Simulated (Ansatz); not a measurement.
# Sr2Ir: the cost of one run

Program: Ansatz 0.2.0. Level of theory: DFT PBEsol, scalar-relativistic, plane waves, PAW. These are calculated values, not measurements.

### Step 1. The system as given

The structure is cubic, space group Fm-3m (No. 225). The conventional cell has a = 7.224 Å, b = 7.224 Å, c = 7.224 Å, α = 90.00°, β = 90.00°, γ = 90.00°. Sr (site symmetry -43m) is surrounded by 4 Ir at 3.13 Å. Ir (site symmetry m-3m) is surrounded by 8 Sr at 3.13 Å.

Coordinates:

```xyz
3
Lattice="0.0000 3.6122 3.6122 3.6122 0.0000 3.6122 3.6122 3.6122 0.0000" Properties=species:S:1:pos:R:3 pbc="T T T"
Sr    5.4183    5.4183    5.4183
Sr    1.8061    1.8061    1.8061
Ir    0.0000    0.0000    0.0000
```

The structure comes from the Materials Project (structure only).

### Step 2. Ground state at the listed geometry

input.yaml

```yaml
crystal:
  lattice:
    - [0.0, 3.61222778, 3.61222778]
    - [3.61222778, 0.0, 3.61222778]
    - [3.61222778, 3.61222778, 0.0]
  atoms:
    - { symbol: Sr, position: [0.75, 0.75, 0.75] }
    - { symbol: Sr, position: [0.25, 0.25, 0.25] }
    - { symbol: Ir, position: [0.0, 0.0, 0.0] }
basis:
  ecutwfc: 420
  fft_grid_basis: typed
kpoints:
  mp_grid: { grid: [8, 8, 8] }
hamiltonian:
  xc: pbesol
scf:
  occupations: { method: gaussian, width: 0.05 }
output:
  forces: true
  stress: true
  eigenvalues: true
  bader: true
  write_density: true
  volumetric_format: npy
  elf: true
```

Run with:

```bash
ansatz run input.yaml --threads 1 --pin off --max-ram 2560MiB --backend cpu --events-out ev --progress --plain --runs-dir out
```

Q: Estimate wall time and peak memory on 1 thread of Intel Xeon Platinum 8488C (Sapphire Rapids), shared host.

About 18 s, with a peak of 0.44 GiB.
